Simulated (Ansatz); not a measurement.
# TlPd3: stress in a strained cell

TlPd3 is deformed so: equal xx and yy strain of -2 %. What stress and forces result, by LAPW, PAW and all-electron datasets made for the crystal?

Computed with Ansatz 0.2.0 (DFT PBEsol, scalar-relativistic, unless a step's input says otherwise).

### Step 1. The system as given

The structure is tetragonal, space group I4/mmm (No. 139). Conventional cell: a = 4.146 Å, b = 4.146 Å, c = 7.497 Å, α = 90.00°, β = 90.00°, γ = 90.00°. Tl (site symmetry 4/mmm) is surrounded by 12 Pd at 2.79 to 2.93 Å. Pd (site symmetry -4m2) has 4 Tl at 2.79 Å and 8 Pd at 2.79 to 2.93 Å in its first shell of neighbours. Around Pd (site symmetry 4/mmm) lie 8 Pd at 2.79 Å and 4 Tl at 2.93 Å.

Coordinates:

```xyz
4
Lattice="-2.0730 2.0730 3.7485 2.0730 -2.0730 3.7485 2.0730 2.0730 -3.7485" Properties=species:S:1:pos:R:3 pbc="T T T"
Tl    0.0000    0.0000    0.0000
Pd    0.0000    2.0730    1.8742
Pd    2.0730    0.0000    1.8742
Pd    0.0000    0.0000    3.7485
```

Atoms are numbered in the order of the input: Tl1, Pd2, Pd3, Pd4.

### Step 2. After the deformation

Space group I4/mmm before, I4/mmm after.

### Step 3. All-electron LAPW

Contents of input.yaml:

```yaml
crystal:
  lattice:
    - [-2.03154, 2.03154, 3.7485]
    - [2.03154, -2.03154, 3.7485]
    - [2.03154, 2.03154, -3.7485]
  atoms:
    - { symbol: Tl, position: [0.0, 0.0, 0.0] }
    - { symbol: Pd, position: [0.75, 0.25, 0.5] }
    - { symbol: Pd, position: [0.25, 0.75, 0.5] }
    - { symbol: Pd, position: [0.5, 0.5, 0.0] }
kpoints:
  mp_grid: { grid: [12, 12, 12] }
  band_path:
    path:
      - [0.0, 0.0, 0.0]
      - [0.0, 0.0, 0.5]
      - [0.25, 0.25, 0.25]
      - [0.0, 0.5, 0.0]
      - [0.0, 0.0, 0.0]
      - [0.5, 0.5, -0.5]
      - [0.3234303729, 0.6765696271, -0.3234303729]
      - [-0.3234303729, 0.3234303729, 0.3234303729]
      - [0.0, 0.0, 0.0]
    npoints: 5
scf:
  occupations: { method: fermi_dirac, width: 0.08 }
hamiltonian:
  xc: pbesol
  pseudopotentials: { kind: all_electron, lapw: { basis_error: 0.001 } }
output:
  forces: true
  stress: true
  eigenvalues: true
```

Command:

```
$ ansatz run input.yaml --threads 1 --pin off --max-ram 4096MiB --backend cpu --events-out ev --progress --plain --runs-dir out
```

### Step 4. PAW with frozen cores

Contents of input.yaml:

```yaml
crystal:
  lattice:
    - [-2.03154, 2.03154, 3.7485]
    - [2.03154, -2.03154, 3.7485]
    - [2.03154, 2.03154, -3.7485]
  atoms:
    - { symbol: Tl, position: [0.0, 0.0, 0.0] }
    - { symbol: Pd, position: [0.75, 0.25, 0.5] }
    - { symbol: Pd, position: [0.25, 0.75, 0.5] }
    - { symbol: Pd, position: [0.5, 0.5, 0.0] }
kpoints:
  mp_grid: { grid: [12, 12, 12] }
scf:
  occupations: { method: fermi_dirac, width: 0.08 }
hamiltonian:
  xc: pbesol
  pseudopotentials: { kind: paw }
output:
  forces: true
  stress: true
  eigenvalues: true
  efg: { contact_densities: true }
```

### Step 5. All-electron PAW on datasets made for the crystal

input.yaml: that of step 4 with these lines changed.

```diff
@@ -16,3 +16,3 @@
   xc: pbesol
-  pseudopotentials: { kind: paw }
+  pseudopotentials: { kind: all_electron, datasets: crystal }
 output:
```

(Steps that only read results are left out.)

Before running it: what results should come out? Wanted: pressure; largest shear or deviatoric stress.

**Answer**, as computed:

| quantity | value |
| --- | --- |
| pressure | LAPW 7.33, PAW 7.34, crystal datasets 7.33 GPa |
| largest shear or deviatoric stress (LAPW) | 0.24 GPa |

The largest part of the stress beyond the pressure is 0.24 GPa in size, in the zz component; the atoms are carried along and not relaxed. No run of the undeformed cell stands beside it, so pressure and stress hold what the given cell had before the change, as far as its symmetry allows. PAW: stress within 0.02 GPa of LAPW. Crystal datasets: stress within 0.01 GPa of LAPW. Spin-orbit coupling is left out, though the cell holds Tl; in elements this heavy it can shift bands and gaps by tenths of an eV.
